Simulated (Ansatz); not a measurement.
**BH₅O₃Si + H₂: a complex and its separated parts**

The complex below is one end of an elementary step. How strongly is it bound against its free parts?

Program: Ansatz 0.2.0, Gaussian basis. Level of theory: PBE0-D4/def2-TZVP structures, single points in def2-TZVPP, no counterpoise correction. These are calculated values, not measurements.

Levels: SPW92, PBE-D4, BLYP-D4, r2SCAN-D4, B97M-V, PBE0-D4, B3LYP-D4, r2SCAN0-D4, BHLYP-D4, CAM-B3LYP-D4, wB97X-V, wB97M-V, B2PLYP, PBE-QIDH, RPA on PBE, Hartree-Fock, MP2, CCSD, CCSD(T).

Correlated methods freeze the cores. B3LYP uses VWN-RPA correlation. B2PLYP carries no dispersion term here.

94 further runs of the same task are left out: 94 set aside as unsound or not needed. Runs told in other sessions of the task aren't counted.

## (1) Where the work starts

The complex: 12 atoms, charge 0, spin multiplicity 1.

Atoms are counted from 1 here; the program's logs count them from 0.

Bond lengths: B1–O3 1.366 Å, B1–O4 1.365 Å, B1–O6 1.365 Å, H2–H5 0.746 Å, O3–H8 0.960 Å, O4–H9 0.960 Å, O6–Si7 1.652 Å, Si7–H10 1.485 Å, Si7–H11 1.484 Å, Si7–H12 1.482 Å. Angles: O3–B1–O4 119.8°, O3–B1–O6 120.9°, O4–B1–O6 119.3°, B1–O3–H8 112.1°, B1–O4–H9 112.6°, B1–O6–Si7 130.1°, O6–Si7–H10 110.6°, O6–Si7–H11 110.7°, O6–Si7–H12 106.3°, H10–Si7–H11 109.7°, H10–Si7–H12 109.7°, H11–Si7–H12 109.7°.

Coordinates:

```xyz
12
BH7O3Si
B     0.8221    0.0076    0.6241
H     1.1466    1.1985   -2.2245
O     1.8444    0.8366    0.9894
O     1.0950   -1.2642    0.2117
H     0.7382    0.5951   -2.3869
O    -0.4742    0.4324    0.6697
Si   -1.8657   -0.3532    0.2504
H     1.5282    1.7013    1.2593
H     2.0349   -1.4578    0.2127
H    -1.8327   -0.7475   -1.1804
H    -2.0656   -1.5561    1.0963
H    -2.9714    0.6074    0.4779
```

Its parts: BH₅O₃Si holds atoms 1, 3, 4, 6, 7, 8, 9, 10, 11, 12; H₂ holds atoms 2, 5. Each part counts its atoms afresh in its own runs.

## (2) Relaxing BH₅O₃Si alone

Input file relax-a/in.yaml:

```yaml
crystal:
  periodic: [false, false, false]
  atoms:
    - {symbol: B, position_ang: [0.822122, 0.007616, 0.624136]}
    - {symbol: O, position_ang: [1.844434, 0.836562, 0.989359]}
    - {symbol: O, position_ang: [1.095022, -1.264190, 0.211699]}
    - {symbol: O, position_ang: [-0.474225, 0.432377, 0.669745]}
    - {symbol: Si, position_ang: [-1.865653, -0.353177, 0.250387]}
    - {symbol: H, position_ang: [1.528179, 1.701316, 1.259296]}
    - {symbol: H, position_ang: [2.034894, -1.457837, 0.212729]}
    - {symbol: H, position_ang: [-1.832658, -0.747465, -1.180431]}
    - {symbol: H, position_ang: [-2.065584, -1.556057, 1.096309]}
    - {symbol: H, position_ang: [-2.971446, 0.607419, 0.477937]}
basis:
  gaussian: {orbitals: def2-TZVP}
hamiltonian: {xc: pbe0, dispersion: d4}
relax: {f_tol: 0.005, max_steps: 200}
```

Started as:

```
> ansatz run in.yaml --threads 8 --pin off --events-out ev --progress --plain --max-ram 19148MiB
```

The runs that follow: Relaxing H₂ alone; SPW92/def2-TZVPP; PBE-D4/def2-TZVPP; BLYP-D4/def2-TZVPP; r2SCAN-D4/def2-TZVPP; B97M-V/def2-TZVPP; PBE0-D4/def2-TZVPP; B3LYP-D4/def2-TZVPP; r2SCAN0-D4/def2-TZVPP; BHLYP-D4/def2-TZVPP; CAM-B3LYP-D4/def2-TZVPP; wB97X-V/def2-TZVPP; wB97M-V/def2-TZVPP; B2PLYP/def2-TZVPP; PBE-QIDH/def2-TZVPP; RPA on PBE/def2-TZVPP; CCSD(T)/def2-TZVPP; Vibrations of BH₅O₃Si; Vibrations of H₂.

**Question.** What will these runs give? Wanted: complex less parts, CCSD(T)/def2-TZVPP; with zero-point energy; largest T1 diagnostic.

**Answer**, as computed:

| quantity | value |
| --- | --- |
| complex less parts, CCSD(T)/def2-TZVPP | -0.0259 eV |
| with zero-point energy | +0.0025 eV |
| largest T1 diagnostic | 0.012 |

What this shows: At CCSD(T) the complex lies 0.0259 eV below its parts. The functionals run from r2SCAN-D4, off by -0.0016 eV, to SPW92, off by -0.0369 eV, against CCSD(T). Mean unsigned error by rung: LDA 0.0369, GGA 0.0089, meta-GGA 0.0045, hybrid 0.0061, range-separated hybrid 0.0082, double hybrid 0.0156 eV. The double hybrids carry no dispersion term here, unlike the levels marked D4 or V. PBE-D4 gives a relative energy 0.0155 eV too low, an error of 60 % of the reference. The complex's frequency run has imaginary modes: the structure is no minimum, so both the energy and the zero-point correction are in doubt. No counterpoise was applied, and triple zeta lacks some correlation, so the CCSD(T) reference has a basis error of its own, and close matches with it are partly luck.
